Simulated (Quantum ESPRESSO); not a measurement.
The system is HPbNO4.

```
H Pb N O
1.0
     3.85404    0.14384    0.09012
    -0.25320    5.52698    0.16471
    -0.48197   -1.92720    5.72025
H Pb N O
1 1 1 4
Direct
  0.10913 0.65718 0.54463
  0.61029 0.52127 0.15100
  0.91580 0.96263 0.95867
  0.01384 0.13639 0.88084
  0.72398 0.01057 0.12858
  0.00389 0.73732 0.87043
  0.11927 0.59324 0.37651
```

The cell was built by a generator and needn't be a form met in nature.

Base run:

```yaml
Program: Quantum ESPRESSO 7.5
Functional: RPBE
Potentials_or_basis: SG15 PBE 1.2
Cutoff: 1197 eV
Density_cutoff: 4789 eV
k_mesh: 4 × 3 × 3
Occupations: fermi-dirac, width 0.05 eV
Spin: no spin polarisation
```

Its results: band gap on the k mesh 3.21 eV, indirect (least direct gap 3.28 eV); pressure 1.6 GPa; largest force 0.422 eV/Å.

Problem. The run is repeated on the same cell with these changes: functional from RPBE to PBE; potentials or basis from SG15 PBE 1.2 to PseudoDojo 0.4.1 SR PBE standard; cutoff from 1197 eV to 1143 eV; density cutoff from 4789 eV to 4572 eV. What comes out?

Solution. Band gap on the k mesh 3.20 eV, indirect (least direct gap 3.29 eV); pressure 0.0 GPa; largest force 0.208 eV/Å.

Caveats: spin-orbit coupling is left out, which as a rule narrows the gap of such compounds by several tenths of an eV; the mesh misses the band edges, which the band path finds closer together; the potentials were made for another functional, which shifts forces and pressure (some runs).

Not every run made on this cell is shown here.
